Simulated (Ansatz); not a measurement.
# AlB2H5OSi: the cost of one run

Computed with the Python package of Ansatz 0.2.0. The levels of theory stand in the script.

## (1) The structure

Bond lengths: B1–O2 1.417 Å, O2–Al3 1.829 Å, Al3–B4 2.187 Å, Al3–Si5 2.196 Å, B4–Si5 1.910 Å, B1–H6 1.251 Å, B1–H7 1.192 Å, B4–H8 1.197 Å, Si5–H9 1.466 Å, Si5–H10 1.466 Å. Angles (14 of 16 angles, heavy atoms first): B1–O2–Al3 103.9°, O2–Al3–B4 156.8°, O2–Al3–Si5 151.5°, B4–Al3–Si5 51.7°, Al3–B4–Si5 64.4°, Al3–Si5–B4 63.9°, O2–B1–H6 119.7°, O2–B1–H7 124.3°, Al3–B4–H8 144.3°, Si5–B4–H8 151.3°, Al3–Si5–H9 116.1°, Al3–Si5–H10 116.3°, B4–Si5–H9 114.7°, B4–Si5–H10 112.9°.

The script reads alb2h5osi.xyz:

```xyz
10

B    -1.31940    1.55340    1.53660
O    -1.32780    0.14380    1.68040
Al   -0.32820   -0.44720    0.26750
B     0.05850   -1.15000   -1.76730
Si    1.59540   -0.98620   -0.64460
H    -2.24510    2.11800    0.91180
H    -0.54150    2.27950    2.07360
H    -0.45360   -1.42960   -2.81240
H     2.17800   -2.26120   -0.21460
H     2.46670    0.12820   -1.02800
```

## (2) The code

Input file methods_alb2h5osi.py:

```python
"""AlB2H5OSi at several levels of theory."""

from pathlib import Path

import ansatz as az
import numpy as np

alb2h5osi = az.Crystal.molecule_from_extxyz("alb2h5osi.xyz")

base = alb2h5osi.calculation().basis(gaussian="def2-SVP")

print("functional    E (Ha)        dipole (D)   HOMO (eV)  LUMO (eV)")
for name in ["blyp", "pbe", "cam_b3lyp", "lda", "revpbe", "hse06"]:
    report = base.functional(name).forces().orbitals().run(threads=1, runs_dir="runs").report
    lines = Path(report["orbitals_path"]).read_text().splitlines()
    field_of = lambda key: [line.split("=")[1].strip() for line in lines if line.startswith(key)]
    orbitals = [(27.211386 * float(e), s, float(n)) for e, s, n in zip(field_of("Ene="), field_of("Spin="), field_of("Occup="))]
    homo = max(e for e, _, n in orbitals if n > 0.5)
    lumo = min(e for e, _, n in orbitals if n < 0.5)
    dipole = 4.803205 * np.linalg.norm(report["charge_distribution"]["dipole_moment_e_ang"])
    print(f"{name:10s} {report['free_energy_ev'] / 27.211386246:14.6f} {dipole:9.3f} {homo:11.3f} {lumo:10.3f}")
```

## (3) Running it

The run is started by

```bash
$ python methods_alb2h5osi.py
```

Q: Estimate wall time and peak memory on 1 thread of Intel Xeon Platinum 8488C (Sapphire Rapids), shared host.

About 36 s, with a peak of 0.31 GiB.
